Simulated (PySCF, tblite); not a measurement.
# C₄H₅BCl₂N₂: geometry, infrared bands and NMR shifts

Wanted: the infrared bands and NMR shifts of C₄H₅BCl₂N₂ (`N#C[BH2-][N+]#CCC(Cl)Cl`), by calculation.

Programs: tblite 0.8.0 and PySCF 2.14.0, with density-fitted response routines of our own. Each step states its level of theory. These are calculated values for one molecule in the gas phase, unless marked as measured. Atoms count from 0, in the outputs and in this text.

## 1. Starting geometry

14 atoms, charge 0, multiplicity 1; geometry from: force field or distance geometry start.

Bonds of the start (Å): N0–C1 1.15, C1–B2 1.56, B2–N3 1.48, N3–C4 1.17, C4–C5 1.46, C5–C6 1.50, C6–Cl7 1.78, C6–Cl8 1.80, B2–H9 1.20, B2–H10 1.20, C5–H11 1.12, C5–H12 1.13, C6–H13 1.10.

## 2. Relaxing the molecule with GFN2-xTB

What the job is given:

```
{"job": {"kind": "relax", "xc": "GFN2-xTB", "basis": "xTB"}, "charge": 0, "multiplicity": 1}
N     -3.978600    -0.491100    -1.080900
C     -3.289100     0.001600    -0.303100
B     -2.356200     0.641400     0.776300
N     -0.972600     0.121700     0.663200
C      0.112700    -0.316500     0.612500
C      1.464900    -0.869800     0.534100
C      2.342900     0.158900    -0.115000
Cl     2.420800     1.701700     0.767900
Cl     4.013100    -0.502500    -0.115000
H     -2.320000     1.836900     0.666700
H     -2.852400     0.331900     1.828700
H      1.487000    -1.809400    -0.082100
H      1.832700    -1.185200     1.551200
H      2.094100     0.380100    -1.166500
```

On the command line:

```console
> OMP_NUM_THREADS=1 python probes_run.py task.json out
```

This one command runs all jobs of the session in turn.

**Question.** This job is followed by: GFN2-xTB harmonic vibrations, gas phase; GIAO PBE0/pcSseg-1 NMR shielding, non-relativistic, gas phase. What will the session give for the following? strongest single infrared mode (GFN2-xTB); zero-point energy (GFN2-xTB); 13C shifts against TMS (PBE0/pcSseg-1); 1H shifts against TMS (PBE0/pcSseg-1, means over atoms taken as alike); 15N shifts against NH3 (PBE0/pcSseg-1); 11B shifts against BF3·OEt2 (PBE0/pcSseg-1); 35Cl shifts against HCl (PBE0/pcSseg-1, means over atoms taken as alike); surface potential, 1st and 99th percentile.

As calculated:

```
                                                                quantity                         value
                               strongest single infrared mode (GFN2-xTB)         2354 cm⁻¹, 282 km/mol
                                            zero-point energy (GFN2-xTB)                 53.3 kcal/mol
                                  13C shifts against TMS (PBE0/pcSseg-1)  131.2, 117.0, 82.9, 34.8 ppm
  1H shifts against TMS (PBE0/pcSseg-1, means over atoms taken as alike)          6.15, 3.43, 2.41 ppm
                                  15N shifts against NH3 (PBE0/pcSseg-1)              331.9, 232.1 ppm
                             11B shifts against BF3·OEt2 (PBE0/pcSseg-1)                     -42.7 ppm
35Cl shifts against HCl (PBE0/pcSseg-1, means over atoms taken as alike)                       309 ppm
                                   surface potential, 1st and 99th percentile            -2.30 V and 2.42 V
```

**Reading.** Over 83 steps the energy fell by 0.212 eV; of the close pairs, C5–H12 changed most, 1.127 to 1.095 Å. No mode is imaginary among the 36: a minimum at this level. The strongest single mode, at 2354 cm⁻¹, moves mainly C1 and N0. GFN2-xTB is a fitted tight-binding method: band positions and strengths are rough. Its intensities can rank the bands wrongly. C6 stands next to heavy halogen, whose spin-orbit shielding this run leaves out, so the computed shift lies too far downfield, most of all for carbon beside Br or I. H13 (hydrogen on an sp3 CH bonded to 2 Cl) lies farthest downfield among hydrogen, at 6.15 ppm; its carbon carries Cl, which withdraws density. At PBE0/pcSseg-1: The largest span, 632 ppm, is at Cl7, Cl8, where the paramagnetic term is -504 ppm. By nearest atom (PBE0/pcSseg-1), the HOMO sits on N0 37 %; C1 18 % and the LUMO on C4 25 %; N3 22 %.
